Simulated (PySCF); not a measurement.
The system is FVSCl2, in a box.

```
F V S Cl
1.0
    13.00000    0.00000    0.00000
     0.00000   13.00000    0.00000
     0.00000    0.00000   12.00000
F V S Cl
1 1 1 2
Direct
  0.49013 0.45182 0.61715
  0.50770 0.46600 0.47689
  0.62640 0.38126 0.42988
  0.37560 0.41509 0.38851
  0.53971 0.62197 0.43717
```

Program: PySCF 2.14.0. Alike in all runs: task atomic charges; potentials or basis def2-svp (all-electron); no spin polarisation; cell as given; k mesh 1 × 1 × 1; smearing fixed.

Problem. Order these runs on this cell by their band gap on the k mesh, lowest first.
A. level rSCAN+D3(BJ); three-body dispersion term no; three-centre integrals read from an earlier run's file
B. level BHandHLYP+D3; three-body dispersion term no; exxdiv ewald; three-centre integrals read from an earlier run's file
C. level r2SCANh; exxdiv ewald; three-centre integrals read from an earlier run's file
D. level PBE
E. level SCAN0; exxdiv ewald; three-centre integrals read from an earlier run's file

Solution. D (2.44 eV), A (2.63 eV), C (3.41 eV), E (4.58 eV), B (6.46 eV).

Caveats: this is a molecule in a periodic box at the Γ point, so its band gap is the HOMO-LUMO gap; the basis of atomic orbitals isn't converged, which shifts pressures, moduli and gaps; these D3(BJ) parameters were fitted with the three-body term, which the run leaves out (some runs).

